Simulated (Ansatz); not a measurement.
# EuMg2Bi2: the cost of one run

Program: Ansatz 0.2.0, driven from Python. Level of theory: DFT PBEsol, plane waves, PAW. These are calculated values, not measurements.

## 1. The structure

The structure is trigonal, space group P-3m1 (No. 164). Conventional cell: a = 4.772 Å, b = 4.772 Å, c = 7.837 Å, α = 90.00°, β = 90.00°, γ = 120.00°. Eu (site symmetry -3m) is surrounded by 6 Bi at 3.38 Å. Around Mg (site symmetry 3m) lie 4 Bi at 2.92 to 2.96 Å. Bi (site symmetry 3m) has 4 Mg at 2.92 to 2.96 Å as nearest neighbours.

The script holds or builds the structure itself.

## 2. The script

vcrelax.py

```python
"""Relax cell and ions of EuMg2Bi2."""

from dataclasses import dataclass
import warnings

import ansatz as az
import matplotlib.pyplot as plt
import numpy as np
from pymatgen.core import Structure


@dataclass(frozen=True)
class Settings:
    xc: str = "pbesol"
    kgrid: tuple[int, ...] = (6, 6, 3)
    cutoff: int = 470
    occupations: str = "fermi_dirac"


opts = Settings()

def edges_and_angles(cell):
    cell = np.asarray(cell)
    a, b, c = np.linalg.norm(cell, axis=1)
    cosines = cell[1] @ cell[2] / (b * c), cell[0] @ cell[2] / (a * c), cell[0] @ cell[1] / (a * b)
    return (a, b, c, *np.degrees(np.arccos(cosines)))

warnings.simplefilter("ignore", az.DeckWarning)

xtal = (
    az.Lattice.from_parameters(4.7716, 4.7716, 7.8365, alpha=90.0, beta=90.0, gamma=120.0)
    .atom("Eu", (0.0, 0.0, 0.0))
    .atom("Mg", (2 / 3, 1 / 3, 0.6276))
    .atom("Mg", (1 / 3, 2 / 3, 0.3724))
    .atom("Bi", (2 / 3, 1 / 3, 0.24992))
    .atom("Bi", (1 / 3, 2 / 3, 0.75008))
    .moments(Eu=7)
)

# shape and ions at fixed volume
setup = xtal.calculation()
setup = setup.functional(opts.xc)
setup = setup.kpoints(*opts.kgrid, center="gamma")
setup = setup.spin("collinear").basis(opts.cutoff)
setup = setup.occupations(opts.occupations, width=50 * az.meV).relax(max_steps=40, fix_cell=["volume"])
steps = []


def collect(event):
    if event["event"] == "relax_step":
        steps.append(event["data"])


outcome = setup.session().plan().execute(on_event=collect)
report = outcome.report
for s in steps:
    flag = "" if s["accepted"] else "  (rejected)"
    print("step %2d  E = %.5f eV  largest force component = %.4f eV/A%s" % (s["step"], s["lagrangian_ev"], s["allowed_force_max_ev_ang"], flag))

first, last = steps[0], steps[-1]
symbols = [site.symbol for site in outcome.lattice.sites]
print(f"energy gained {first['lagrangian_ev'] - last['lagrangian_ev']:.4f} eV in {len(steps) - 1} steps")
for label, vectors in (("before", first["cell_ang"]), ("after", outcome.lattice.cell_ang)):
    print(label, "a b c (A) {:.4f} {:.4f} {:.4f}  angles {:.2f} {:.2f} {:.2f}".format(*edges_and_angles(vectors)), f" V = {abs(np.linalg.det(vectors)):.3f} A^3")
print("final stress xx yy zz (GPa, compression positive):", np.round(np.diag(report["stress_gpa"]), 3) + 0.0)

fig, (top, bottom) = plt.subplots(2, 1, sharex=True, figsize=(4.5, 4))
top.plot([s["lagrangian_ev"] - last["lagrangian_ev"] for s in steps], "o-")
top.set_ylabel("E - E(final) (eV)")
bottom.semilogy([max(s["allowed_force_max_ev_ang"], 1e-6) for s in steps], "s-")
bottom.set(xlabel="step", ylabel="largest force (eV/A)")
fig.tight_layout()
fig.savefig("relax.png", dpi=100)

change = np.array(last["positions_ang"]) @ np.linalg.inv(last["cell_ang"]) - np.array(first["positions_ang"]) @ np.linalg.inv(first["cell_ang"])
moved = np.linalg.norm(change @ np.array(last["cell_ang"]), axis=1)
print("displacement within the cell, strain taken out (A):", " ".join(f"{s}:{d:.3f}" for s, d in zip(symbols, moved)))

print("relaxed fractional positions")
for site in outcome.lattice.sites:
    print(f"  {site.symbol:2s}", " ".join(f"{v % 1:8.5f}" for v in np.round(site.position_frac, 5)))

print(f"free energy      {report['free_energy_ev']:.5f} eV")
print(f"per atom         {report['free_energy_ev'] / len(outcome.lattice.sites):.5f} eV")
print(f"SCF iterations   {report['n_iterations']}  (converged: {report['converged']})")

print("site moments (muB):", [round(m, 2) for m in report["site_moments_mub"]])
print("electrons up, down:", [round(n, 3) for n in report["spin_occupation_sums"]])

final = Structure(outcome.lattice.cell_ang, [s.symbol for s in outcome.lattice.sites], [s.position_frac for s in outcome.lattice.sites])
print(final)
```

## 3. The calls as engine input

The engine receives this input:

```yaml
crystal:
  lattice:
    a: 4.7716
    b: 4.7716
    c: 7.8365
    alpha: 90.0
    beta: 90.0
    gamma: 120.0
  atoms:
    - { symbol: Eu, position: [0.0, 0.0, 0.0] }
    - { symbol: Mg, position: [0.6666666666666666, 0.3333333333333333, 0.6276] }
    - { symbol: Mg, position: [0.3333333333333333, 0.6666666666666666, 0.3724] }
    - { symbol: Bi, position: [0.6666666666666666, 0.3333333333333333, 0.24992] }
    - { symbol: Bi, position: [0.3333333333333333, 0.6666666666666666, 0.75008] }
basis:
  ecutwfc: 470.0
kpoints:
  mp_grid:
    grid: [6, 6, 3]
    shift: [0.0, 0.0, 0.0]
hamiltonian:
  xc: pbesol
magnetization:
  spin_polarized: true
  per_species:
    Eu: 7.0
scf:
  occupations:
    method: fermi_dirac
    width: 0.05
relax:
  max_steps: 40
  cell:
    fix: [volume]
```

## 4. The run

On the command line:

```console
$ python vcrelax.py
```

Q: Estimate wall time and peak memory on 1 thread of Intel Xeon Platinum 8488C (Sapphire Rapids), shared host.

About 74 s, with a peak of 0.75 GiB.
